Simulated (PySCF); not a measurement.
# C5H8Cl2O3: the cost of one run

Computed with PySCF 2.14.0 and routines of our own; the level stands in each step. Atoms count from 0.

### 1 The system as given

18 atoms, charge 0, multiplicity 1; geometry from: GFN2-xTB.

### 2 Vibronic structure: TDDFT HF/def2-SV(P)

What the job is given:

```
{"job": {"kind": "vib", "xc": "HF", "basis": "def2-SV(P)", "tda": false}, "charge": 0, "multiplicity": 1}
C     -2.322867    -0.404955     0.428591
O     -0.915068    -0.404963     0.531749
C     -0.239500     0.515598    -0.294062
C      0.866313    -0.238605    -1.058488
C      1.709286    -1.044135    -0.094425
O      2.342266    -0.593213     0.821310
O      1.678454    -2.343241    -0.383218
C      0.367424     1.629557     0.572176
Cl     1.179812     2.828321    -0.449093
Cl    -0.897374     2.440968     1.511025
H     -2.644076    -0.688083    -0.580044
H     -2.750303     0.567590     0.686769
H     -2.668230    -1.151521     1.140249
H     -0.928682     0.968863    -1.019355
H      1.501313     0.475685    -1.582870
H      0.410863    -0.923425    -1.772423
H      2.202229    -2.851702     0.257047
H      1.099382     1.223578     1.273404
```

Method: TDDFT HF/def2-SV(P) vertical-gradient vibronic structure (displaced harmonic oscillators, Condon), gas phase.

Started as:

```
OMP_NUM_THREADS=1 python excited_run.py task.json out
```

This one command runs all jobs of the session in turn.

**Question.** How long does this first job take on 1 thread of Arm Neoverse V2, shared host, and how much memory does it need?

About 30 s, with a peak of 0.84 GiB.
